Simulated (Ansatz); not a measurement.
Working through an active-space calculation of ClCu

Program: the Ansatz DFT code, driven from Python.

Notebook, run cell by cell (the value of a cell's last expression is shown):

```python
import warnings

import ansatz as az
```

```python
GEOMETRY = '''
Cl    1.03100   -0.39250    0.51310
Cu   -1.00150    0.33230   -0.50910
'''
```

```python
warnings.simplefilter('ignore', az.DeckWarning)
```

```python
system = az.Crystal.molecule()
for line in GEOMETRY.strip().splitlines():
    symbol, *xyz = line.split()
    system = system.atom(symbol, [float(v) for v in xyz])
```

```python
setup = (
    system.calculation()
    .basis(gaussian='def2-SVP')
    .correlation(active_electrons=4, active_orbitals=4)
)
for method in ['sc_nevpt2']:
    data = (setup if method is None else setup.correlation(method)).run().report
    space = data['configurations']
    state = space['states'][0]
    print(method or 'casscf', f'total {data["free_energy_ev"] / 27.211386246:.6f} Ha, active-space state {state["energy"]["hartree"]:.6f} Ha, mean field {data["reference_energy_ev"] / 27.211386246:.6f} Ha')
    print('  determinants', state['n_determinants'], ' natural occupations', [round(n, 3) for n in space['natural_occupations']])
```

    RunWarning: the results are in doubt because another end's mean lies 0.180 eV lower, and its corrected mean 0.069 eV higher
    sc_nevpt2 total -2098.591696 Ha, active-space state -2098.112970 Ha, mean field -2098.095356 Ha
      determinants 36  natural occupations [1.993, 1.985, 0.016, 0.006]

Total energies depend on the basis set; only differences at equal settings carry meaning. Warnings are shown shortened and without file and line. The geometry is a force-field or estimated start, not a minimum of this method, and the basis set is short of its limit. The active space starts as a window about the frontier orbitals and is then optimised, not chosen by chemistry. A lower CASSCF solution was found and passed over, so the printed active-space state isn't the lowest. The script silences the warnings on its input, which a real study should read. Hardware and time: 7.9 s on 1 thread of Intel(R) Xeon(R) Platinum 8375C CPU @ 2.90GHz (Ice Lake), with other jobs on the host, peak memory 0.18 GiB.

(Lines on the test bed's own set-up are left out of the output.)
